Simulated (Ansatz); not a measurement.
# CoRuC4N4: the cost of one run

Method: DFT PBE, scalar-relativistic, plane waves, PAW, in Ansatz 0.2.0.

1 further run of the same task is left out (it didn't finish).

## Step 1: The structure to begin with

It takes space group P4/mmm (No. 123, tetragonal). Conventional cell: a = 7.175 Å, b = 7.175 Å, c = 3.471 Å, α = 90.00°, β = 90.00°, γ = 90.00°. Around Co (site symmetry 4/mmm) lie 4 N at 2.01 Å. Around Ru (site symmetry 4/mmm) lie 4 C at 1.90 Å. C (site symmetry m2m) has 1 N at 1.17 Å and 1 Ru at 1.90 Å in its first shell of neighbours. N (site symmetry m2m) is surrounded by 1 C at 1.17 Å and 1 Co at 2.01 Å.

Structure file:

```xyz
10
Lattice="7.1750 0.0000 0.0000 0.0000 7.1750 0.0000 0.0000 0.0000 3.4707" Properties=species:S:1:pos:R:3 pbc="T T T"
Co    3.5875    3.5875    0.0000
Ru    0.0000    0.0000    0.0000
C     1.3407    5.8343    0.0000
C     5.8343    1.3407    0.0000
C     1.3407    1.3407    0.0000
C     5.8343    5.8343    0.0000
N     2.1680    5.0070    0.0000
N     5.0070    2.1680    0.0000
N     2.1680    2.1680    0.0000
N     5.0070    5.0070    0.0000
```

Recipe of the guess: stacked square cyanide-bridged sheets (P4/mmm, No. 123). Its size is a rough estimate.

## Step 2: Probe: one point on a coarse mesh

Input file input.yaml:

```yaml
crystal:
  lattice:
    - [7.17501251, 0.0, 0.0]
    - [0.0, 7.17501251, 0.0]
    - [0.0, 0.0, 3.47068901]
  atoms:
    - { symbol: Co, position: [0.5, 0.5, 0.0], spin: -3.0 }
    - { symbol: Ru, position: [0.0, 0.0, 0.0], spin: 1.0 }
    - { symbol: C, position: [0.18685326, 0.81314674, 0.0] }
    - { symbol: C, position: [0.81314674, 0.18685326, 0.0] }
    - { symbol: C, position: [0.18685326, 0.18685326, 0.0] }
    - { symbol: C, position: [0.81314674, 0.81314674, 0.0] }
    - { symbol: "N", position: [0.30215827, 0.69784173, 0.0] }
    - { symbol: "N", position: [0.69784173, 0.30215827, 0.0] }
    - { symbol: "N", position: [0.30215827, 0.30215827, 0.0] }
    - { symbol: "N", position: [0.69784173, 0.69784173, 0.0] }
basis:
  ecutwfc: 420
kpoints:
  mp_grid: { grid: [4, 4, 6] }
hamiltonian:
  xc: pbe
scf:
  occupations: { method: gaussian, width: 0.1 }
  lower_state_search: "off"
output:
  forces: true
  stress: true
  eigenvalues: true
  populations: true
magnetization:
  spin_polarized: true
```

On the command line:

```console
$ ansatz run input.yaml --threads 1 --pin off --max-ram 2560MiB --backend cpu --events-out ev --progress --plain --runs-dir out
```

Q: Estimate wall time and peak memory on 1 thread of AMD EPYC 9R14 (Zen 4), shared host.

About 28 s, with a peak of 0.68 GiB.
